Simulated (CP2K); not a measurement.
The system is HPbNO4.

```
H Pb N O
1.0
     3.85724    0.00000    0.00000
     0.17568    4.33430    0.00000
     0.70265    0.81828    5.88638
H Pb N O
1 1 1 4
Cartesian
  2.6694 4.0441 1.1681
  3.2143 2.6855 5.3969
  3.1505 1.4416 2.9466
  1.2831 2.6738 4.5777
  2.9477 4.6141 2.9341
  2.3661 4.0443 0.2266
  3.3082 2.0927 1.8808
```

The cell was built by a generator and needn't be a form met in nature.

Base run:

| Property | Result |
| --- | --- |
| Program | CP2K 2026.2 |
| Functional | vdW-DF-cx |
| Potentials or basis | POTENTIAL_UZH H GTH-PBE-q1, Pb GTH-PBE-q4, N GTH-PBE-q5, O GTH-PBE-q6; TZVP-MOLOPT-PBE-GTH basis |
| Density cutoff | 13606 eV |
| k mesh | 7 × 6 × 5 |
| Occupations | fermi-dirac, width 0.05 eV |
| Spin | no spin polarisation |

Its results: band gap on the k mesh 0.38 eV, indirect (least direct gap 0.63 eV); pressure 1.5 GPa.

Problem. After a change of settings the same cell gave: band gap on the k mesh 0.43 eV, indirect (least direct gap 0.74 eV); pressure -0.6 GPa. Which change was it?
A. functional from vdW-DF-cx to r2SCAN
B. functional from vdW-DF-cx to PBEsol
C. functional from vdW-DF-cx to RPBE

Solution. A.

Caveats: the potentials were made for another functional, which shifts forces and pressure; spin-orbit coupling is left out, which as a rule narrows the gap of such compounds by several tenths of an eV; the mesh misses the band edges, which the band path finds closer together; the basis of atomic orbitals isn't converged, which shifts pressures, moduli and gaps.

Runs at the PBE level aren't shown here.
